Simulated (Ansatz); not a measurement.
# C3H11BSi: the cost of one run

The runs use Ansatz 0.2.0, Gaussian basis; functionals in def2-TZVPP, the program's frozen cores in correlated methods.

Plan: PBE-D4, r2SCAN-D4, PBE0-D4, B3LYP-D4, ωB97X-V, ωB97M-V, B2PLYP; CCSD(T)/def2-TZVPP; MP2/def2-QZVPP; extrapolation to the limit.

### Step 1. The relaxed structure

An earlier PBE0-D4 in a triple-zeta def2 set relaxation fixed the geometry.

16 atoms, charge 0, spin multiplicity 1.

Atoms are counted from 1 here; the program's logs count them from 0.

Bond lengths: C1–B2 1.554 Å, C1–H6 1.094 Å, C1–H7 1.104 Å, C1–H8 1.091 Å, B2–Si3 2.020 Å, B2–H9 1.202 Å, Si3–C4 1.885 Å, Si3–H10 1.498 Å, Si3–H11 1.495 Å, C4–C5 1.526 Å, C4–H12 1.095 Å, C4–H13 1.096 Å, C5–H14 1.093 Å, C5–H15 1.093 Å, C5–H16 1.094 Å. Angles: B2–C1–H6 113.7°, B2–C1–H7 103.8°, B2–C1–H8 116.7°, H6–C1–H7 104.6°, H6–C1–H8 109.9°, H7–C1–H8 106.8°, C1–B2–Si3 124.8°, C1–B2–H9 117.4°, Si3–B2–H9 117.6°, B2–Si3–C4 114.5°, B2–Si3–H10 106.8°, B2–Si3–H11 110.1°, C4–Si3–H10 109.8°, C4–Si3–H11 108.9°, H10–Si3–H11 106.4°, Si3–C4–C5 112.9°, Si3–C4–H12 108.8°, Si3–C4–H13 108.3° and more.

### Step 2. PBE-D4 (GGA)

Contents of in.yaml:

```yaml
crystal:
  periodic: [false, false, false]
  atoms:
    - {symbol: C, position_ang: [-0.067641, 2.263873, 0.242190]}
    - {symbol: B, position_ang: [0.769163, 1.239358, 1.057311]}
    - {symbol: Si, position_ang: [1.159389, -0.654514, 0.473642]}
    - {symbol: C, position_ang: [0.048572, -1.289738, -0.910393]}
    - {symbol: C, position_ang: [-1.411370, -1.422597, -0.486070]}
    - {symbol: H, position_ang: [-0.635754, 2.961253, 0.864669]}
    - {symbol: H, position_ang: [0.693351, 2.890418, -0.255399]}
    - {symbol: H, position_ang: [-0.707804, 1.860172, -0.543777]}
    - {symbol: H, position_ang: [1.296030, 1.631189, 2.064386]}
    - {symbol: H, position_ang: [2.589938, -0.685076, 0.030324]}
    - {symbol: H, position_ang: [1.058847, -1.583630, 1.641034]}
    - {symbol: H, position_ang: [0.432133, -2.254791, -1.256646]}
    - {symbol: H, position_ang: [0.137103, -0.606808, -1.762836]}
    - {symbol: H, position_ang: [-2.041890, -1.778320, -1.305294]}
    - {symbol: H, position_ang: [-1.520940, -2.127780, 0.342126]}
    - {symbol: H, position_ang: [-1.822026, -0.465711, -0.150967]}
basis:
  gaussian: {orbitals: def2-TZVPP}
hamiltonian: {xc: pbe, dispersion: d4}
output: {forces: true, orbitals: {seedname: orbitals}}
```

The run is started by

```
> ansatz run in.yaml --threads 4 --pin off --events-out ev --progress --plain --max-ram 10444MiB
```

Q: Estimate wall time and peak memory on 4 threads of Intel Xeon Platinum 8375C at 2.90GHz, shared host.

About 3.3 s, with a peak of 0.48 GiB.
